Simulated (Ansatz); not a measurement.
Crystal: SiO.

```
Si O
1.0
     2.80697    0.00000    0.00000
     0.00000    2.80697    0.00000
     0.00000    0.00000    2.80697
Si O
1 1
Cartesian
  0.0000 0.0000 0.0000
  1.4035 1.4035 1.4035
```

The cell was built by a generator and needn't be a form met in nature.

```yaml
Program: Ansatz 0.2.0
Task: relaxation of cell and atoms
Functional: PBEsol
Potentials_or_basis: Ansatz PAW
Cutoff: "420 eV (not typed: the program's choice for these potentials)"
k_mesh: 9 × 9 × 9
Occupations: fermi-dirac, width 0.05 eV
Spin: no spin polarisation
```

At the start: volume 11.06 Å³/atom.

Q: Where does the relaxation end?

A: It ends after 6 steps and the volume is 10.66 Å³/atom (-3.6 %); space group Pm-3m (No. 221, to 0.05 Å).

The path:
```csv
step,energy change (eV),largest force (eV/Å),volume (Å³)
1,0.0000,0.0000,22.12
2,-0.0140,0.0000,21.45
3,-0.0146,0.0000,21.35
4,-0.0121,0.0000,21.35
5,-0.0122,0.0000,21.32
6,-0.0122,0.0000,21.32
```

Final structure:
```xyz
2
Lattice="2.7729 0.0000 0.0000 0.0000 2.7729 0.0000 0.0000 0.0000 2.7729" Properties=species:S:1:pos:R:3 pbc="T T T"
Si    0.0000    0.0000    0.0000
O     1.3865    1.3865    1.3865
```

Caveat: the plane-wave basis is chosen anew once the cell has moved, so the energies of steps on either side of that aren't comparable; the pressure holds a Pulay correction of +0.6 GPa for the finite cutoff; the PAW data sets come from PBE, with cores solved anew for the run's functional, which leaves a small shift of forces and pressure.
